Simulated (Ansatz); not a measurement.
Crystal: Ba2Tl5V3O12.

```
Ba V Tl O
1.0
     6.49009   -6.67692    0.00000
     6.49009    6.67692    0.00000
    -2.00957    0.00000    5.73760
Ba V Tl O
2 3 5 12
Direct
  0.47917 0.52083 0.00000
  0.79264 0.20736 0.00000
  0.65694 0.94605 0.25735
  0.05395 0.34306 0.74265
  0.57442 0.42558 0.50000
  0.49835 0.85629 0.63726
  0.14371 0.50165 0.36274
  0.01508 0.98492 0.50000
  0.30964 0.12677 0.21892
  0.87323 0.69036 0.78108
  0.00390 0.26325 0.44275
  0.59719 0.60676 0.67706
  0.91333 0.42820 0.84635
  0.52536 0.79943 0.20594
  0.68766 0.41628 0.31356
  0.09251 0.20316 0.88601
  0.58372 0.31234 0.68644
  0.79684 0.90749 0.11399
  0.57180 0.08667 0.15365
  0.20057 0.47464 0.79406
  0.73675 0.99610 0.55725
  0.39324 0.40281 0.32294
```

The cell was built by a generator and needn't be a form met in nature.

- Program: Ansatz 0.2.0
- Task: relaxation of cell and atoms
- Functional: PBE
- Dispersion: D3(BJ)-ATM
- Potentials or basis: Ansatz PAW
- Cutoff: 420 eV (not typed: the program's choice for these potentials)
- k mesh: 2 × 2 × 4
- Occupations: fermi-dirac, width 0.05 eV
- Spin: collinear spin, ferromagnetic start
- Starting moments: [0.0, 0.0, 2.0, 2.0, 2.0, 0.0, 0.0, 0.0, 0.0, 0.0, 0.0, 0.0, 0.0, 0.0, 0.0, 0.0, 0.0, 0.0, 0.0, 0.0, 0.0, 0.0] μB

At the start: volume 22.60 Å³/atom.

Where does the relaxation end?

It ends after 13 steps and the volume is 21.17 Å³/atom (-6.4 %); space group C2 (No. 5, to 0.05 Å); moment 0.00 μB per cell.

Step by step:
| step | energy change (eV) | largest force (eV/Å) | volume (Å³) |
| --- | --- | --- | --- |
| 1 | 0.0000 | 0.1385 | 497.26 |
| 2 | -0.0909 | 0.0774 | 479.72 |
| 3 | -0.1220 | 0.2915 | 467.11 |
| 4 | -0.1240 | 0.0399 | 470.70 |
| 5 | -0.1270 | 0.0347 | 469.63 |
| 6 | -0.1266 | 0.0263 | 470.06 |
| 7 | -0.1271 | 0.0119 | 469.89 |
| 8 | -0.1274 | 0.0039 | 469.76 |
| 9 | -0.0899 | 0.0040 | 469.76 |
| 10 | -0.1008 | 0.0181 | 465.14 |
| 11 | -0.1004 | 0.0229 | 465.48 |
| 12 | -0.1002 | 0.0033 | 465.65 |
| 13 | -0.0917 | 0.0034 | 465.65 |

Final structure:
```xyz
22
Lattice="6.3481 -6.4168 -0.0211 6.3481 6.4168 -0.0211 -1.9843 0.0000 5.7222" Properties=species:S:1:pos:R:3 pbc="T T T"
Ba    6.3481    0.2632   -0.0211
Ba    6.3481   -3.8251   -0.0211
V     9.6478    1.8407    1.4992
V     1.0642    1.8407    4.1808
V     5.3560   -0.9603    2.8400
Tl    7.2787    2.4360    3.6579
Tl    3.4333    2.4360    2.0222
Tl    5.3560    6.0494    2.8400
Tl    2.2518   -1.1491    1.2822
Tl    8.4602   -1.1491    4.3978
O     0.8293    1.5971    2.4696
O     6.3070    0.1051    3.8616
O     6.7941   -3.0883    4.7387
O     7.9443    1.8445    1.2136
O     6.4381   -1.7640    1.7923
O     0.1727    0.6228    5.0281
O     4.2739   -1.7640    3.8877
O    10.5393    0.6228    0.6519
O     3.9179   -3.0883    0.9413
O     2.7676    1.8445    4.4665
O     9.8826    1.5971    3.2104
O     4.4049    0.1051    1.8184
```

Caveat: the plane-wave basis is chosen anew once the cell has moved, so the energies of steps on either side of that aren't comparable; the pressure holds a Pulay correction of +0.3 GPa for the finite cutoff; the starting moments weren't kept.
